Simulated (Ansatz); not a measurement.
# I2Pb: the cost of one run

Program: Ansatz 0.2.0. Level of theory: the levels named in each step. These are calculated values, not measurements.

## 1. The system as given

Bond lengths: I1–Pb2 2.743 Å, Pb2–I3 2.743 Å. Angles: I1–Pb2–I3 103.0°.

Coordinates:

```xyz
3

I    -2.0802   -0.9308    0.0069
Pb   -0.0725    0.9376    0.0030
I     2.1986   -0.6001   -0.0117
```

## 2. A rough first relaxation, PBE-D4/def2-SVP

input.yaml

```yaml
crystal:
  periodic: [false, false, false]
  atoms:
    - { symbol: I, position_ang: [-2.08025, -0.93085, 0.00686] }
    - { symbol: Pb, position_ang: [-0.0725, 0.93764, 0.00298] }
    - { symbol: I, position_ang: [2.19858, -0.60007, -0.01173] }
magnetization:
  spin_polarized: true
  initial_magnetization: 1
total_charge: 1
basis:
  gaussian: { orbitals: def2-SVP }
hamiltonian:
  xc: pbe
  dispersion: d4
relax:
  f_tol: 0.03
  max_steps: 200
```

Command:

```console
$ ansatz run input.yaml --threads 4 --pin off --max-ram 10240MiB --backend cpu --events-out ev --progress --plain --runs-dir out
```

Q: Estimate wall time and peak memory on 4 threads of Arm Neoverse V1, shared host.

About 24 s, with a peak of 0.2 GiB.
